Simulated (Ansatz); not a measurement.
# Al2GaH (triplet): from Hartree-Fock to the top rungs at a displaced geometry (v2), cc-pVDZ

One table from this session's results is given with a row withheld; the runs are named, their logs left out.

The runs use Ansatz 0.2.0, Gaussian basis; cc-pVDZ, core rule «outside noble gas», up to 24 orbitals frozen.

Plan: UHF; CCSD(T) on ROHF; CCSD(T) on UHF; BCCD(T) on ROHF; CISD as a restricted active space (open shells left free, so some higher excitations enter); CCSDT(Q) on ROHF; CCSDT(Q) on UHF.

34 further runs of the same task are left out: 2 for a known fault of the program, 16 that didn't finish, 16 set aside as unsound or not needed. Runs told in other sessions of the task aren't counted.

## The geometry

The geometry is a PBE0/def2-TZVP stationary point (not a proven minimum) with its atoms shifted at random (size 0.100 Å). No spin-orbit coupling is included. The filled d shell of Ga may be among the frozen orbitals whatever the setting's name suggests.

4 atoms, charge 0, spin multiplicity 3.

Atoms are counted from 1 here; the program's logs count them from 0.

Bond lengths: Al1–Al2 2.576 Å, Al1–H4 1.906 Å, Al2–Ga3 2.587 Å, Al2–H4 1.789 Å. Angles: Al2–Al1–H4 44.0°, Al1–Al2–Ga3 99.1°, Al1–Al2–H4 47.7°, Ga3–Al2–H4 51.5°, Al1–H4–Al2 88.3°.

The first run:

File in.yaml:

```yaml
crystal:
  periodic: [false, false, false]
  atoms:
    - {symbol: Al, position_ang: [0.085065, 0.663861, 2.575945]}
    - {symbol: Al, position_ang: [-0.079809, -1.221435, 0.828114]}
    - {symbol: Ga, position_ang: [-0.003189, 0.207769, -1.327041]}
    - {symbol: H, position_ang: [0.079920, 0.553563, 0.673160]}
basis:
  gaussian: {orbitals: cc-pVDZ}
magnetization: {spin_polarized: true, initial_magnetization: 2}
hamiltonian: {xc: hf}
output: {orbitals: {seedname: orbitals}}
```

On the command line:

```
$ ansatz run in.yaml --threads 1 --pin off --events-out ev --progress --plain --max-ram 2393MiB
```

Among the steps run: UHF; CCSD(T) on ROHF; CCSD(T) on UHF; BCCD(T) on ROHF; CISD as a restricted active space (open shells left free, so some higher excitations enter); CCSDT(Q) on ROHF; CCSDT(Q) on UHF.

One table of the session follows, with a row left open; its other results are not shown here.

It belongs to the step «Misses and costs». 

```
   method  from RCCSDT(Q) (kJ/mol)
     ROHF                   +574.9
      UHF                   +545.7
     RMP2                   +135.9
     UMP2                   +155.5
     CISD                        ?
    RCCSD                    +38.4
    UCCSD                    +37.0
 RCCSD(T)                     +8.2
 UCCSD(T)                     +8.8
  BCCD(T)                     +8.2
   RCCSDT                     +2.7
   UCCSDT                     +2.3
RCCSDT(Q)                        0
UCCSDT(Q)                     -0.4
```

Estimate the missing values for CISD.

**Answer.** from RCCSDT(Q) (kJ/mol): +95.9. In the column «from RCCSDT(Q) (kJ/mol)» it lies between RCCSD (+38.4) and RMP2 (+135.9).

To keep in mind: Restricted and unrestricted rows rest on different reference determinants; a gap between their highest levels can come from leftover correlation error, from unlike frozen cores or from another state.
